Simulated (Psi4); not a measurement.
# CH2NSn (SMILES N#[C][SnH2]): UPBE/def2-SVPD (core potential)

Aim: the vertical electron affinity of CH2NSn at UPBE/def2-SVPD (core potential), from 2 runs. 

Program for the calculation: Psi4 1.11.

3 further runs of the same task are left out: 1 that didn't finish, 2 set aside as unsound or not needed.

## 1. Starting point

CH2NSn: 5 atoms, total charge 0, spin state doublet. As SMILES, `N#[C][SnH2]`. The coordinates come from a PBE0-D4/def2-TZVP relaxation.

Bond lengths: N1–C2 1.154 Å, C2–Sn3 2.115 Å, Sn3–H4 1.710 Å, Sn3–H5 1.710 Å. Angles: N1–C2–Sn3 175.8°, C2–Sn3–H4 105.7°, C2–Sn3–H5 105.7°, H4–Sn3–H5 113.6°.

## 2. Energy and forces at UPBE/def2-SVPD (core potential)

Input file input.dat:

```
memory 2200 MB

molecule mol {
  0 2
  N      0.833800    -1.535700     1.665600
  C      0.506000    -0.851500     0.796000
  Sn     0.009600     0.331100    -0.886300
  H     -1.648500     0.038200    -1.184000
  H      0.349000     1.944400    -0.432600
  units angstrom
  symmetry c1
  no_reorient
  no_com
}

set basis def2-SVPD
set reference uks
set puream true
set e_convergence 1e-09
set d_convergence 1e-08
set scf_type pk
set dft_radial_points 99
set dft_spherical_points 590
set maxiter 100

E, wfn = gradient('pbe', return_wfn=True)
oeprop(wfn, 'MULLIKEN_CHARGES', 'MAYER_INDICES', 'QUADRUPOLE')
```

On the command line:

```console
$ psi4 -n 1 input.dat output.dat
```

output.dat:

```text
Psi4 1.11 release

gradient() will perform analytic gradient computation.

   => Loading Basis Set <=

    Name: DEF2-SVPD
    Role: ORBITAL
    Keyword: BASIS

    !!!  WARNING: ECP capability is in beta. Please check occupations closely.  !!!

         ---------------------------------------------------------
                                   SCF
                              UKS Reference
                        1 Threads,   2098 MiB Core
         ---------------------------------------------------------

  ==> Geometry <==

    Molecular point group: c1
    Full point group: C1

    Geometry (in Angstrom), charge = 0, multiplicity = 2:

       Center              X                  Y                   Z               Mass
    ------------   -----------------  -----------------  -----------------  -----------------
         N            0.833800000000    -1.535700000000     1.665600000000    14.003074004430
         C            0.506000000000    -0.851500000000     0.796000000000    12.000000000000
         SN           0.009600000000     0.331100000000    -0.886300000000   119.902201630000
         H           -1.648500000000     0.038200000000    -1.184000000000     1.007825032230
         H            0.349000000000     1.944400000000    -0.432600000000     1.007825032230

  Running in c1 symmetry.

  Rotational constants: A =      0.84810  B =      0.08393  C =      0.07934 [cm^-1]
  Rotational constants: A =  25425.39319  B =   2516.21245  C =   2378.53012 [MHz]
  Nuclear repulsion =   94.907877767547262

  Charge       = 0
  Multiplicity = 2
  Electrons    = 37
  Nalpha       = 19
  Nbeta        = 18

  ==> Algorithm <==

  SCF Algorithm Type is PK.
  DIIS enabled.
  MOM disabled.
  Fractional occupation disabled.
  Guess Type is SAD.
  Energy threshold   = 1.00e-09
  Density threshold  = 1.00e-08
  Integral threshold = 1.00e-12

  ==> Primary Basis <==

  Basis Set: DEF2-SVPD
    Blend: DEF2-SVPD
    Number of shells: 36
    Number of basis functions: 88
    Number of Cartesian functions: 95
    Spherical Harmonics?: true
    Max angular momentum: 2

  Core potential: DEF2-SVPD
    Number of shells: 4
    Number of ECP primitives: 18
    Number of ECP core electrons: 28
    Max angular momentum: 3

  ==> DFT Potential <==

   => LibXC <=

    Version 7.1.2

   => Composite Functional: PBE <=

    PBE GGA Exchange-Correlation Functional

    Deriv               =              1
    GGA                 =           TRUE
    Meta                =          FALSE

    Exchange Hybrid     =          FALSE
    MP2 Hybrid          =          FALSE

   => Exchange Functionals <=

    1.0000     XC_GGA_X_PBE

   => Correlation Functionals <=

    1.0000     XC_GGA_C_PBE

   => LibXC Density Thresholds  <==

    XC_GGA_C_PBE:  1.00E-12
    XC_GGA_X_PBE:  1.00E-15

   => Molecular Quadrature <=

    Radial Scheme          =       TREUTLER
    Pruning Scheme         =           NONE
    Nuclear Scheme         =       TREUTLER

    Blocking Scheme        =         OCTREE
    BS radius alpha        =              1
    Pruning alpha          =              1
    Radial Points          =             99
    Spherical Points       =            590
    Total Points           =         281408
    Total Blocks           =           2105
    Max Points             =            256
    Max Functions          =             88
    Weights Tolerance      =       1.00E-15

  ==> Integral Setup <==

  Using in-core PK algorithm.
   Calculation information:
      Number of atoms:                   5
      Number of AO shells:              36
      Number of primitives:             65
      Number of atomic orbitals:        95
      Number of basis functions:        88

      Integral cutoff                 1.00e-12
      Number of threads:                 1

  Performing in-core PK
  Using 15338972 doubles for integral storage.
  We computed 216203 shell quartets total.
  Whereas there are 222111 unique shell quartets.

  ==> DiskJK: Disk-Based J/K Matrices <==

    J tasked:                  Yes
    K tasked:                   No
    wK tasked:                  No
    Memory [MiB]:              942
    Schwarz Cutoff:          1E-12

  Cached 100.0% of DFT collocation blocks in 0.616 [GiB].

  Minimum eigenvalue in the overlap matrix is 3.6604157712E-04.
  Reciprocal condition number of the overlap matrix is 5.9405633454E-05.
    Using symmetric orthogonalization.

  ==> Pre-Iterations <==

  SCF Guess: Superposition of Atomic Densities via on-the-fly atomic UHF (no occupation information).

   -------------------------
    Irrep   Nso     Nmo
   -------------------------
     A         88      88
   -------------------------
    Total      88      88
   -------------------------

  ==> Iterations <==

                        Total Energy        Delta E     RMS |[F,P]|

   @UKS iter SAD:  -306.79752113011415   -3.06798e+02   0.00000e+00
   @UKS iter   1:  -307.81165076214023   -1.01413e+00   7.75455e-03 DIIS/ADIIS
   @UKS iter   2:  -307.50792615661697    3.03725e-01   1.12155e-02 DIIS/ADIIS
   @UKS iter   3:  -307.96906813321749   -4.61142e-01   6.00420e-03 DIIS/ADIIS
   @UKS iter   4:  -308.09065110794046   -1.21583e-01   1.29854e-03 DIIS/ADIIS
   @UKS iter   5:  -308.09655485215228   -5.90374e-03   6.20043e-04 DIIS/ADIIS
   @UKS iter   6:  -308.09860680882889   -2.05196e-03   6.87850e-05 DIIS
   @UKS iter   7:  -308.09863009093186   -2.32821e-05   1.81112e-05 DIIS
   @UKS iter   8:  -308.09863229570578   -2.20477e-06   3.79198e-06 DIIS
   @UKS iter   9:  -308.09863240269760   -1.06992e-07   1.26997e-06 DIIS
   @UKS iter  10:  -308.09863241948773   -1.67901e-08   5.28377e-07 DIIS
   @UKS iter  11:  -308.09863242349189   -4.00416e-09   1.69348e-07 DIIS
   @UKS iter  12:  -308.09863242379362   -3.01725e-10   5.42001e-08 DIIS
   @UKS iter  13:  -308.09863242381135   -1.77351e-11   1.61146e-08 DIIS
   @UKS iter  14:  -308.09863242381329   -1.93268e-12   1.26759e-08 DIIS
   @UKS iter  15:  -308.09863242381391   -6.25278e-13   2.50795e-09 DIIS
  Energy and wave function converged.

  ==> Post-Iterations <==

   Electrons on quadrature grid:
      Nalpha   =   18.9999999149 ; deviation = -8.510e-08
      Nbeta    =   17.9999999530 ; deviation = -4.702e-08
      Ntotal   =   36.9999998679 ; deviation = -1.321e-07

   @Spin Contamination Metric:   1.327790133E-03
   @S^2 Expected:                7.500000000E-01
   @S^2 Observed:                7.513277901E-01
   @S   Expected:                5.000000000E-01
   @S   Observed:                5.000000000E-01

    Orbital Energies [Eh]
    ---------------------

    Alpha Occupied:

       1A    -13.998924     2A     -9.924390     3A     -4.933825
       4A     -3.316381     5A     -3.314335     6A     -3.311456
       7A     -0.981408     8A     -0.978685     9A     -0.978555
      10A     -0.975150    11A     -0.974957    12A     -0.816952
      13A     -0.524050    14A     -0.386693    15A     -0.338745
      16A     -0.320194    17A     -0.306266    18A     -0.304511
      19A     -0.220108

    Alpha Virtual:

      20A     -0.053335    21A     -0.049801    22A     -0.041638
      23A     -0.013389    24A      0.011076    25A      0.013788
      26A      0.069517    27A      0.075482    28A      0.077469
      29A      0.085293    30A      0.087285    31A      0.112070
      32A      0.133162    33A      0.153087    34A      0.202990
      35A      0.208567    36A      0.214695    37A      0.217481
      38A      0.247183    39A      0.248572    40A      0.262371
      41A      0.272057    42A      0.293026    43A      0.334123
      44A      0.337963    45A      0.362467    46A      0.392305
      47A      0.408508    48A      0.425195    49A      0.432190
      50A      0.482280    51A      0.527518    52A      0.550496
      53A      0.550699    54A      0.572307    55A      0.591920
      56A      0.620525    57A      0.629866    58A      0.666159
      59A      0.705926    60A      0.758676    61A      0.817612
      62A      0.833759    63A      0.921855    64A      1.081705
      65A      1.089567    66A      1.166976    67A      1.189120
      68A      1.471121    69A      1.550390    70A      1.601045
      71A      1.639343    72A      1.648409    73A      1.707163
      74A      1.712343    75A      1.718082    76A      1.731616
      77A      1.736089    78A      1.900161    79A      2.351498
      80A      2.352926    81A      2.493248    82A      2.792031
      83A      2.795452    84A      3.378924    85A     14.766381
      86A     15.519686    87A     15.887806    88A     52.117752

    Beta Occupied:

       1A    -13.997666     2A     -9.924293     3A     -4.932321
       4A     -3.313865     5A     -3.312759     6A     -3.310638
       7A     -0.978256     8A     -0.975373     9A     -0.973607
      10A     -0.971725    11A     -0.971481    12A     -0.814662
      13A     -0.512616    14A     -0.379759    15A     -0.331291
      16A     -0.315219    17A     -0.302146    18A     -0.301784

    Beta Virtual:

      19A     -0.179010    20A     -0.043915    21A     -0.042755
      22A     -0.029600    23A     -0.003466    24A      0.026477
      25A      0.028298    26A      0.074517    27A      0.080642
      28A      0.090411    29A      0.092116    30A      0.100088
      31A      0.128931    32A      0.144692    33A      0.164228
      34A      0.206060    35A      0.216463    36A      0.225599
      37A      0.226708    38A      0.253230    39A      0.258107
      40A      0.271454    41A      0.281559    42A      0.303837
      43A      0.339516    44A      0.342062    45A      0.371490
      46A      0.398603    47A      0.413957    48A      0.440493
      49A      0.451098    50A      0.492659    51A      0.533415
      52A      0.557853    53A      0.561132    54A      0.578950
      55A      0.603518    56A      0.625128    57A      0.633917
      58A      0.680193    59A      0.710764    60A      0.765221
      61A      0.830890    62A      0.845735    63A      0.925958
      64A      1.082859    65A      1.091952    66A      1.172082
      67A      1.190647    68A      1.475133    69A      1.562734
      70A      1.613557    71A      1.651653    72A      1.658911
      73A      1.709874    74A      1.712498    75A      1.722919
      76A      1.732981    77A      1.744770    78A      1.913150
      79A      2.356187    80A      2.357556    81A      2.495616
      82A      2.796015    83A      2.796674    84A      3.381183
      85A     14.775964    86A     15.522432    87A     15.890979
      88A     52.119659

    Final Occupation by Irrep:
              A
    DOCC [    18 ]
    SOCC [     1 ]
    NA   [    19 ]
    NB   [    18 ]

  @UKS Final Energy:  -308.09863242381391

   => Energetics <=

    Nuclear Repulsion Energy =             94.9078777675472622
    One-Electron Energy =                -690.7333752401691527
    Two-Electron Energy =                 318.5957195404769209
    DFT Exchange-Correlation Energy =     -30.8688544916688876
    Empirical Dispersion Energy =           0.0000000000000000
    VV10 Nonlocal Energy =                  0.0000000000000000
    Total Energy =                       -308.0986324238139105

  UHF NO Occupations:
  HONO-2 :   17  A 1.9998405
  HONO-1 :   18  A 1.9997088
  HONO-0 :   19  A 1.0000000
  LUNO+0 :   20  A 0.0002912
  LUNO+1 :   21  A 0.0001595
  LUNO+2 :   22  A 0.0001109
  LUNO+3 :   23  A 0.0000610

Computation Completed

Properties will be evaluated at   0.000000,   0.000000,   0.000000 [a0]

Properties computed using the SCF density matrix

 Multipole Moments:

 ------------------------------------------------------------------------------------
     Multipole            Electronic (a.u.)      Nuclear  (a.u.)        Total (a.u.)
 ------------------------------------------------------------------------------------

 L = 1.  Multiply by 2.5417464519 to convert [e a0] to [Debye]
 Dipole X            :        -15.0842216           14.7101951           -0.3740265
 Dipole Y            :         13.3618614          -12.4572636            0.9045978
 Dipole Z            :          7.5394306           -8.8439183           -1.3044876
 Magnitude           :                                                    1.6309142

 ------------------------------------------------------------------------------------

	total time  =         44 seconds =       0.73 minutes

         ------------------------------------------------------------
                                   SCF GRAD
         ------------------------------------------------------------

  ==> Geometry <==

    Molecular point group: c1
    Full point group: C1

    Geometry (in Angstrom), charge = 0, multiplicity = 2:

       Center              X                  Y                   Z               Mass
    ------------   -----------------  -----------------  -----------------  -----------------
         N            0.833800000000    -1.535700000000     1.665600000000    14.003074004430
         C            0.506000000000    -0.851500000000     0.796000000000    12.000000000000
         SN           0.009600000000     0.331100000000    -0.886300000000   119.902201630000
         H           -1.648500000000     0.038200000000    -1.184000000000     1.007825032230
         H            0.349000000000     1.944400000000    -0.432600000000     1.007825032230

  Nuclear repulsion =   94.907877767547262

  ==> Basis Set <==

  Basis Set: DEF2-SVPD
    Blend: DEF2-SVPD
    Number of shells: 36
    Number of basis functions: 88
    Number of Cartesian functions: 95
    Spherical Harmonics?: true
    Max angular momentum: 2

  Core potential: DEF2-SVPD
    Number of shells: 4
    Number of ECP primitives: 18
    Number of ECP core electrons: 28
    Max angular momentum: 3

  ==> DirectJKGrad: Integral-Direct SCF Gradients <==

    Gradient:                    1
    J tasked:                  Yes
    K tasked:                   No
    wK tasked:                  No
    Integrals threads:           1
    Schwarz Cutoff:          1E-12

  ==> DFT Potential <==

   => LibXC <=

    Version 7.1.2

   => Composite Functional: PBE <=

    PBE GGA Exchange-Correlation Functional

    Deriv               =              1
    GGA                 =           TRUE
    Meta                =          FALSE

    Exchange Hybrid     =          FALSE
    MP2 Hybrid          =          FALSE

   => Exchange Functionals <=

    1.0000     XC_GGA_X_PBE

   => Correlation Functionals <=

    1.0000     XC_GGA_C_PBE

   => LibXC Density Thresholds  <==

    XC_GGA_C_PBE:  1.00E-12
    XC_GGA_X_PBE:  1.00E-15

   => Molecular Quadrature <=

    Radial Scheme          =       TREUTLER
    Pruning Scheme         =           NONE
    Nuclear Scheme         =       TREUTLER

    Blocking Scheme        =         OCTREE
    BS radius alpha        =              1
    Pruning alpha          =              1
    Radial Points          =             99
    Spherical Points       =            590
    Total Points           =         281408
    Total Blocks           =           2105
    Max Points             =            256
    Max Functions          =             88
    Weights Tolerance      =       1.00E-15

  -Total Gradient:
     Atom            X                  Y                   Z
    ------   -----------------  -----------------  -----------------
       1       -0.014034201871     0.029148601405    -0.036812422186
       2        0.012388072879    -0.025096128441     0.030889225675
       3       -0.002962105270     0.000536548174     0.006513710814
       4        0.005722402591     0.000967034345     0.000988690236
       5       -0.001113261121    -0.005557438238    -0.001578199384

	total time  =         16 seconds =       0.27 minutes

Properties will be evaluated at   0.000000,   0.000000,   0.000000 [a0]
OEProp: No title given, name of density matrix used for the following properties is 'SCF alpha density'

 Multipole Moments:

 ------------------------------------------------------------------------------------
     Multipole            Electronic (a.u.)      Nuclear  (a.u.)        Total (a.u.)
 ------------------------------------------------------------------------------------

 L = 1.  Multiply by 2.5417464519 to convert [e a0] to [Debye]
 Dipole X            :        -15.0842216           14.7101951           -0.3740265
 Dipole Y            :         13.3618614          -12.4572636            0.9045978
 Dipole Z            :          7.5394306           -8.8439183           -1.3044876
 Magnitude           :                                                    1.6309142

 L = 2.  Multiply by 1.3450342976 to convert [e a0^2] to [Debye ang]
 Quadrupole XX       :        -61.0991029           33.0114727          -28.0876302
 Quadrupole XY       :         40.1744665          -38.7920109            1.3824556
 Quadrupole XZ       :        -50.8442355           49.1084158           -1.7358198
 Quadrupole YY       :       -126.6101500           96.6076031          -30.0025469
 Quadrupole YZ       :        107.5269283         -104.6827663            2.8441620
 Quadrupole ZZ       :       -180.3017611          150.3127875          -29.9889736
 Traceless XX        :         61.5712351          -60.2991484            1.2720867
 Traceless YY        :         -3.9398120            3.2969820           -0.6428300
 Traceless ZZ        :        -57.6314231           57.0021664           -0.6292567

 ------------------------------------------------------------------------------------
  Mulliken Charges: (a.u.)
   Center  Symbol    Alpha    Beta     Spin     Total
       1     N     3.59459  3.53246  0.06214 -0.12705
       2     C     3.01392  3.00315  0.01077 -0.01707
       3    SN    11.36112 10.58796  0.77315  0.05092
       4     H     0.51519  0.43822  0.07697  0.04659
       5     H     0.51518  0.43821  0.07697  0.04661

   Total alpha = 19.00000, Total beta = 18.00000, Total charge =  0.00000

  Mayer Bond Indices:

  Total Bond Index:
  Irrep: 1 Size: 5 x 5

                 1                   2                   3                   4                   5

    1     0.00000000000000     2.62544158940896     0.26022018253525     0.01533856200923     0.01536631398139
    2     2.62544158940896     0.00000000000000     0.82728667844522     0.01973059738183     0.01976544839060
    3     0.26022018253525     0.82728667844522     0.00000000000000     0.93273912113210     0.93263727397120
    4     0.01533856200923     0.01973059738183     0.93273912113210     0.00000000000000     0.03422075525972
    5     0.01536631398139     0.01976544839060     0.93263727397120     0.03422075525972     0.00000000000000

  Alpha Contribution:
  Irrep: 1 Size: 5 x 5

                 1                   2                   3                   4                   5

    1     0.00000000000000     1.31547282421286     0.11727456893182     0.00904611105244     0.00905462333430
    2     1.31547282421286     0.00000000000000     0.43326814940076     0.00719799118841     0.00721849407307
    3     0.11727456893182     0.43326814940076     0.00000000000000     0.48063368631487     0.48058509653016
    4     0.00904611105244     0.00719799118841     0.48063368631487     0.00000000000000     0.00815376353394
    5     0.00905462333430     0.00721849407307     0.48058509653016     0.00815376353394     0.00000000000000

  Beta Contribution:
  Irrep: 1 Size: 5 x 5

                 1                   2                   3                   4                   5

    1     0.00000000000000     1.30996876519610     0.14294561360342     0.00629245095679     0.00631169064710
    2     1.30996876519610     0.00000000000000     0.39401852904445     0.01253260619342     0.01254695431753
    3     0.14294561360342     0.39401852904445     0.00000000000000     0.45210543481722     0.45205217744104
    4     0.00629245095679     0.01253260619342     0.45210543481722     0.00000000000000     0.02606699172578
    5     0.00631169064710     0.01254695431753     0.45205217744104     0.02606699172578     0.00000000000000

  Atomic Valences:

 #  #
 Irrep: 1
      1:    2.916366647934833
      2:    3.492224313626605
      3:    2.952883256083760
      4:    1.002029035782869
      5:    1.001989791602915

    Psi4 run time: 0:00:59.48
```

It took 63 s on 1 thread of AMD EPYC 7R43 (Zen 3), shared host; peak memory 0.94 GiB.

(Part 1 of 2 ends here.)
